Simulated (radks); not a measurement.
# Taking charge from the 5s level of In in fractions

The task here is to estimate one member of a computed series from the others.

Method: scalar-relativistic Kohn-Sham, PBE, spin-polarised, spherical densities, point nucleus; open shells are filled with parallel spins first. Code: radks (a radial shooting solver on a logarithmic mesh, Libxc functionals) version 1.

### What is computed

| Quantity | Value |
| --- | --- |
| element | indium (Z = 49) |
| charge | 0 |
| electrons | 49 |
| configuration | [Kr] 4d10 5s(up 1, down 1) 5p1 |

A shell typed twice in an input gives spin up, then spin down.

Set-up of the first run:

Input:

```text
Z 49
configuration [Kr] 4d10 5s1 5s1 5p1
relativity scalar-relativistic
functional pbe,pbe
spin polarised
nucleus point
c 137.035999084
```

Among the steps run: Start: [Kr] 4d10 5s(up 1, down 1) 5p1.

One table of the session follows, with a row left open; its other results are not shown here.

It belongs to the step «Start: [Kr] 4d10 5s(up 1, down 1) 5p1». Sizes of the orbitals, from the radial functions (bohr):

| level | <r> | outermost maximum (interpolated) | 90 % within | nodes |
| --- | --- | --- | --- | --- |
| 4p up | 0.9220 | 0.816 | 1.36 | 2 |
| 4p down | 0.9217 | 0.816 | 1.36 | 2 |
| 4d up | 1.185 | 0.931 | 1.87 | 1 |
| 4d down | 1.180 | 0.931 | 1.86 | 1 |
| 5s up | 2.619 | 2.17 | 3.93 | 4 |
| 5s down | ? | ? | ? | ? |
| 5p up | 3.704 | 2.87 | 5.79 | 3 |
| 5p down | 3.714 | 2.84 | 5.82 | 3 |

Q: Estimate the row for 5s down from the others.

**Answer.** <r>: 2.599; outermost maximum (interpolated): 2.14; 90 % within: 3.91; nodes: 4. In the column «<r>» it lies between 4d up (1.185) and 5s up (2.619).
